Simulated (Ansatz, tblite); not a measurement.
# The cluster Sn₁₀H₁₄O: rung by rung

The task here is to estimate one member of a computed series from the others.

Program: Ansatz 0.2.0, Gaussian basis. Level of theory: as each input shows. These are calculated values, not measurements.

Plan: GFN1-xTB, GFN2-xTB, PBE-D4/def2-TZVP, r2SCAN-D4/def2-TZVP, ωB97X-V/def2-TZVP, LC-ωPBE/def2-TZVP, r2SCANh-D4/def2-TZVP, PBE-D4/def2-SVP, PBE0-D4/def2-SVP, MP2/def2-SVP, RPA/def2-SVP.

5 further runs of the same task are left out: 5 set aside as unsound or not needed.

## The structure

The singlet was relaxed beforehand with PBE-D4/def2-SVP.

25 atoms, charge 0, spin multiplicity 1.

Bond lengths: Sn1–Sn7 2.816 Å, Sn1–Sn8 2.816 Å, Sn1–H12 1.736 Å, Sn1–H13 1.736 Å, Sn2–Sn7 2.817 Å, Sn2–Sn9 2.826 Å, Sn2–H14 1.738 Å, Sn2–H15 1.736 Å, Sn3–Sn7 2.817 Å, Sn3–Sn10 2.826 Å, Sn3–H16 1.737 Å, Sn3–H17 1.736 Å, Sn4–Sn8 2.817 Å, Sn4–Sn10 2.826 Å, Sn4–H18 1.737 Å, Sn4–H19 1.736 Å, Sn5–Sn9 2.854 Å, Sn5–Sn10 2.854 Å and more. Angles: Sn7–Sn1–Sn8 109.1°, Sn7–Sn1–H12 110.0°, Sn7–Sn1–H13 110.0°, Sn8–Sn1–H12 110.1°, Sn8–Sn1–H13 110.0°, H12–Sn1–H13 107.6°, Sn7–Sn2–Sn9 110.2°, Sn7–Sn2–H14 109.7°, Sn7–Sn2–H15 110.6°, Sn9–Sn2–H14 109.0°, Sn9–Sn2–H15 109.8°, H14–Sn2–H15 107.6°, Sn7–Sn3–Sn10 110.2°, Sn7–Sn3–H16 109.8°, Sn7–Sn3–H17 110.3°, Sn10–Sn3–H16 109.2°, Sn10–Sn3–H17 109.7°, H16–Sn3–H17 107.6° and more.

Sn takes a core potential in the def2 sets. No spin-orbit coupling is included.

PBE0-D4/def2-TZVP was run before; its log isn't repeated, and its numbers join the tables.

Set-up of the first run:

Tight binding, by tblite at 300 K electronic temperature and without a spin-polarisation term:

```python
tblite.interface.Calculator('GFN1-xTB', numbers, positions, charge=0, uhf=0).singlepoint()
```

Tight binding, by tblite at 300 K electronic temperature and without a spin-polarisation term:

```python
tblite.interface.Calculator('GFN2-xTB', numbers, positions, charge=0, uhf=0).singlepoint()
```

start.molden holds the orbitals of an earlier run on this state, given as this run's starting guess.

Input file in.yaml:

```yaml
crystal:
  periodic: [false, false, false]
  atoms:
    - {symbol: Sn, position_ang: [0.017498, -3.110787, 0.022102]}
    - {symbol: Sn, position_ang: [-0.012777, 0.102003, -3.262949]}
    - {symbol: Sn, position_ang: [-3.262315, 0.121487, 0.026700]}
    - {symbol: Sn, position_ang: [0.009668, 0.146517, 3.260832]}
    - {symbol: Sn, position_ang: [-0.016847, 3.370526, -0.019504]}
    - {symbol: Sn, position_ang: [3.260254, 0.158347, -0.032475]}
    - {symbol: Sn, position_ang: [-1.626971, -1.497986, -1.598479]}
    - {symbol: Sn, position_ang: [1.643998, -1.455363, 1.617653]}
    - {symbol: Sn, position_ang: [1.646615, 1.771661, -1.699496]}
    - {symbol: Sn, position_ang: [-1.669107, 1.774574, 1.674256]}
    - {symbol: O, position_ang: [-0.023605, 5.251215, -0.028092]}
    - {symbol: H, position_ang: [1.004549, -4.138567, -0.970003]}
    - {symbol: H, position_ang: [-0.959079, -4.133012, 1.030216]}
    - {symbol: H, position_ang: [0.985315, -0.911531, -4.260963]}
    - {symbol: H, position_ang: [-0.994981, 1.070815, -4.316033]}
    - {symbol: H, position_ang: [-4.273366, -0.876973, 1.025900]}
    - {symbol: H, position_ang: [-4.302926, 1.104668, -0.954726]}
    - {symbol: H, position_ang: [-0.973934, -0.866397, 4.273163]}
    - {symbol: H, position_ang: [0.980180, 1.141585, 4.300361]}
    - {symbol: H, position_ang: [4.281175, -0.844411, -1.017199]}
    - {symbol: H, position_ang: [4.291921, 1.165154, 0.934283]}
    - {symbol: H, position_ang: [-2.643573, -2.499670, -2.597041]}
    - {symbol: H, position_ang: [2.672241, -2.431244, 2.629787]}
    - {symbol: H, position_ang: [2.628953, 2.791364, -2.710588]}
    - {symbol: H, position_ang: [-2.662887, 2.796025, 2.672308]}
basis:
  gaussian: {orbitals: def2-TZVP, fitting: {mean_field: def2-universal-jkfit}, initial_orbitals: start.molden}
hamiltonian: {xc: pbe, dispersion: d4}
scf: {omitted_lower_state_checks: [starts]}
output: {orbitals: {seedname: orbitals}}
```

Started as:

```
ansatz run in.yaml --threads 2 --pin off --events-out ev --progress --plain --max-ram 32768MiB --backend cuda --devices 0, --max-vram 18GiB
```

Steps of the session up to this table: PBE-D4/def2-TZVP; r2SCAN-D4/def2-TZVP; ωB97X-V/def2-TZVP; LC-ωPBE/def2-TZVP; r2SCANh-D4/def2-TZVP; PBE-D4/def2-SVP; PBE0-D4/def2-SVP; MP2/def2-SVP; RPA/def2-SVP.

One of the session's tables, all rows but one given; the rest of the session is left out.

It belongs to the step «Binding energy». 

| level | binding an atom (eV) |
| --- | --- |
| HF/def2-SVP | 1.521 |
| PBE-D4/def2-SVP | ? |
| PBE-D4/def2-TZVP | 2.467 |
| r2SCAN-D4/def2-TZVP | 2.458 |
| r2SCANh-D4/def2-TZVP | 2.441 |
| PBE0-D4/def2-SVP | 2.408 |
| PBE0-D4/def2-TZVP | 2.432 |
| LC-ωPBE/def2-TZVP | 2.378 |
| ωB97X-V/def2-TZVP | 2.497 |
| MP2/def2-SVP | 2.240 |

Q: Estimate the row for PBE-D4/def2-SVP from the others.

As computed: binding an atom (eV): 2.449. In the column «binding an atom (eV)» it lies between r2SCANh-D4/def2-TZVP (2.441) and r2SCAN-D4/def2-TZVP (2.458).

To keep in mind: Free atoms were run apart at each level; binding is atoms less cluster, divided by the number of atoms, without zero-point or spin-orbit terms.
